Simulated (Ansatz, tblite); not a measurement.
**Si32H38 off sphere (Si₃₂H₃₈): a ladder of methods and basis sets**

One table from this session's results is given with a row withheld; the runs are named, their logs left out.

Program: Ansatz 0.2.0, Gaussian basis. Level of theory: as each input shows. These are calculated values, not measurements.

The runs, in order: GFN1-xTB, GFN2-xTB, PBE-D4/def2-TZVP, r2SCAN-D4/def2-TZVP, B3LYP-D4/def2-TZVP, PBE-D4/def2-SVP, PBE0-D4/def2-SVP, HF/STO-3G, HF/6-31G, B3LYP-D4/6-31G, MP2/def2-SVP.

1 further run of the same task is left out (set aside as unsound or not needed).

## The relaxed structure

The geometry is that of the singlet, from an earlier relaxation (PBE-D4/def2-SVP).

70 atoms, charge 0, spin multiplicity 1.

Bond lengths: Si1–Si2 2.353 Å, Si1–Si7 2.352 Å, Si1–H33 1.510 Å, Si1–H34 1.509 Å, Si2–Si4 2.350 Å, Si2–H35 1.509 Å, Si2–H36 1.509 Å, Si3–Si4 2.365 Å, Si3–Si10 2.353 Å, Si3–H37 1.510 Å, Si3–H38 1.510 Å, Si4–Si5 2.350 Å, Si4–Si12 2.349 Å, Si5–Si6 2.353 Å, Si5–H39 1.509 Å, Si5–H40 1.509 Å, Si6–Si17 2.352 Å, Si6–H41 1.509 Å and more. Angles: Si2–Si1–Si7 108.2°, Si2–Si1–H33 110.9°, Si2–Si1–H34 109.0°, Si7–Si1–H33 110.4°, Si7–Si1–H34 110.1°, H33–Si1–H34 108.3°, Si1–Si2–Si4 109.2°, Si1–Si2–H35 110.9°, Si1–Si2–H36 109.6°, Si4–Si2–H35 109.6°, Si4–Si2–H36 109.4°, H35–Si2–H36 108.2°, Si4–Si3–Si10 109.6°, Si4–Si3–H37 109.6°, Si4–Si3–H38 109.7°, Si10–Si3–H37 110.0°, Si10–Si3–H38 110.1°, H37–Si3–H38 107.9° and more.

PBE0-D4/def2-TZVP was run before; its log isn't repeated, and its numbers join the tables.

Set-up of the first run:

Tight binding, by tblite at 300 K electronic temperature and without a spin-polarisation term:

```python
tblite.interface.Calculator('GFN1-xTB', numbers, positions, charge=0, uhf=0).singlepoint()
```

Tight binding, by tblite at 300 K electronic temperature and without a spin-polarisation term:

```python
tblite.interface.Calculator('GFN2-xTB', numbers, positions, charge=0, uhf=0).singlepoint()
```

start.molden holds the orbitals of an earlier run on this state, given as this run's starting guess.

The input, in.yaml:

```yaml
crystal:
  periodic: [false, false, false]
  atoms:
    - {symbol: Si, position_ang: [-1.314657, -4.859597, -0.524300]}
    - {symbol: Si, position_ang: [-3.211305, -3.760030, 0.330007]}
    - {symbol: Si, position_ang: [-3.275964, -1.572396, -2.840172]}
    - {symbol: Si, position_ang: [-3.252296, -1.552425, -0.475755]}
    - {symbol: Si, position_ang: [-5.151111, -0.424885, 0.327738]}
    - {symbol: Si, position_ang: [-5.154605, 1.769768, -0.520122]}
    - {symbol: Si, position_ang: [0.598344, -3.755888, 0.284059]}
    - {symbol: Si, position_ang: [0.585770, -3.792071, 2.650717]}
    - {symbol: Si, position_ang: [0.562326, -1.558241, -2.860758]}
    - {symbol: Si, position_ang: [-1.365033, -0.470596, -3.658796]}
    - {symbol: Si, position_ang: [0.567800, -1.540492, -0.498005]}
    - {symbol: Si, position_ang: [-1.339375, -0.443588, 0.317057]}
    - {symbol: Si, position_ang: [0.551583, -1.588983, 3.477642]}
    - {symbol: Si, position_ang: [-1.355374, -0.465619, 2.679989]}
    - {symbol: Si, position_ang: [-1.349722, 1.745313, -2.866542]}
    - {symbol: Si, position_ang: [-1.335365, 1.757673, -0.502417]}
    - {symbol: Si, position_ang: [-3.244541, 2.873226, 0.296105]}
    - {symbol: Si, position_ang: [-1.366798, 1.746005, 3.480920]}
    - {symbol: Si, position_ang: [-3.272094, 2.861207, 2.664277]}
    - {symbol: Si, position_ang: [4.402605, -1.572294, -2.819170]}
    - {symbol: Si, position_ang: [2.493694, -0.475249, -3.654255]}
    - {symbol: Si, position_ang: [4.377258, -1.545759, -0.451237]}
    - {symbol: Si, position_ang: [2.462171, -0.433495, 0.330130]}
    - {symbol: Si, position_ang: [2.458940, -0.454533, 2.694458]}
    - {symbol: Si, position_ang: [2.475537, 1.743679, -2.871573]}
    - {symbol: Si, position_ang: [0.562331, 2.858699, -3.671232]}
    - {symbol: Si, position_ang: [2.477548, 1.759325, -0.506781]}
    - {symbol: Si, position_ang: [0.572263, 2.855700, 0.319528]}
    - {symbol: Si, position_ang: [2.492869, 1.757668, 3.490376]}
    - {symbol: Si, position_ang: [0.562748, 2.838455, 2.687487]}
    - {symbol: Si, position_ang: [4.405713, 2.833488, 0.296083]}
    - {symbol: Si, position_ang: [4.415409, 2.840409, 2.665755]}
    - {symbol: H, position_ang: [-1.299756, -6.310272, -0.107202]}
    - {symbol: H, position_ang: [-1.349125, -4.800998, -2.031526]}
    - {symbol: H, position_ang: [-4.476868, -4.473196, -0.079362]}
    - {symbol: H, position_ang: [-3.148624, -3.741128, 1.837419]}
    - {symbol: H, position_ang: [-3.299488, -2.998817, -3.333526]}
    - {symbol: H, position_ang: [-4.524141, -0.887390, -3.341714]}
    - {symbol: H, position_ang: [-6.398754, -1.165728, -0.087344]}
    - {symbol: H, position_ang: [-5.106366, -0.386337, 1.835334]}
    - {symbol: H, position_ang: [-5.112027, 1.714074, -2.027341]}
    - {symbol: H, position_ang: [-6.406398, 2.506003, -0.108479]}
    - {symbol: H, position_ang: [1.850027, -4.429199, -0.229047]}
    - {symbol: H, position_ang: [-0.625990, -4.546254, 3.142382]}
    - {symbol: H, position_ang: [1.816048, -4.507742, 3.151765]}
    - {symbol: H, position_ang: [0.561611, -2.995022, -3.330704]}
    - {symbol: H, position_ang: [-1.351802, -0.465877, -5.170241]}
    - {symbol: H, position_ang: [0.540662, -1.577923, 4.988787]}
    - {symbol: H, position_ang: [-2.598436, -1.181410, 3.155788]}
    - {symbol: H, position_ang: [-2.597534, 2.450738, -3.346377]}
    - {symbol: H, position_ang: [-3.208948, 4.300628, -0.198690]}
    - {symbol: H, position_ang: [-1.353893, 1.732912, 4.991897]}
    - {symbol: H, position_ang: [-4.521341, 2.172076, 3.157280]}
    - {symbol: H, position_ang: [-3.292838, 4.282043, 3.172049]}
    - {symbol: H, position_ang: [4.422779, -2.998071, -3.312448]}
    - {symbol: H, position_ang: [5.646043, -0.882859, -3.324459]}
    - {symbol: H, position_ang: [2.489782, -0.480599, -5.165430]}
    - {symbol: H, position_ang: [4.382827, -2.957465, 0.080843]}
    - {symbol: H, position_ang: [5.608606, -0.848344, 0.072049]}
    - {symbol: H, position_ang: [3.700507, -1.180546, 3.161252]}
    - {symbol: H, position_ang: [3.722789, 2.448459, -3.354587]}
    - {symbol: H, position_ang: [0.558331, 2.858843, -5.180361]}
    - {symbol: H, position_ang: [0.564390, 4.290594, -3.194743]}
    - {symbol: H, position_ang: [0.565924, 4.289269, -0.159144]}
    - {symbol: H, position_ang: [2.479628, 1.755865, 5.001118]}
    - {symbol: H, position_ang: [0.553366, 4.272160, 3.165902]}
    - {symbol: H, position_ang: [5.629483, 2.118896, -0.222019]}
    - {symbol: H, position_ang: [4.441632, 4.251031, -0.219382]}
    - {symbol: H, position_ang: [5.648782, 2.133848, 3.172144]}
    - {symbol: H, position_ang: [4.452408, 4.263282, 3.166912]}
basis:
  gaussian: {orbitals: def2-TZVP, fitting: {mean_field: def2-universal-jkfit}, initial_orbitals: start.molden}
hamiltonian: {xc: pbe, dispersion: d4}
scf: {omitted_lower_state_checks: [starts]}
output: {orbitals: {seedname: orbitals}}
```

Started as:

```sh
$ ansatz run in.yaml --threads 11 --pin off --events-out ev --progress --plain --max-ram 110592MiB --backend cuda --devices 0, --max-vram 75GiB
```

Among the steps run: PBE-D4/def2-TZVP; r2SCAN-D4/def2-TZVP; B3LYP-D4/def2-TZVP; PBE-D4/def2-SVP; PBE0-D4/def2-SVP; HF/STO-3G; HF/6-31G; B3LYP-D4/6-31G; MP2/def2-SVP.

One of the session's tables, all rows but one given; the rest of the session is left out.

It belongs to the step «Binding energy». 

| level | binding an atom (eV) |
| --- | --- |
| HF/STO-3G | 3.788 |
| HF/6-31G | 2.038 |
| HF/def2-SVP | 2.439 |
| PBE-D4/def2-SVP | 3.381 |
| PBE-D4/def2-TZVP | 3.374 |
| r2SCAN-D4/def2-TZVP | 3.382 |
| B3LYP-D4/6-31G | 3.058 |
| B3LYP-D4/def2-TZVP | 3.336 |
| PBE0-D4/def2-SVP | 3.378 |
| PBE0-D4/def2-TZVP | 3.376 |
| MP2/def2-SVP | ? |

Q: Estimate the row for MP2/def2-SVP from the others.

As computed: binding an atom (eV): 3.112. In the column «binding an atom (eV)» it lies between B3LYP-D4/6-31G (3.058) and B3LYP-D4/def2-TZVP (3.336).

To keep in mind: Free atoms were run apart at each level; binding is atoms less cluster, divided by the number of atoms, without zero-point or spin-orbit terms.
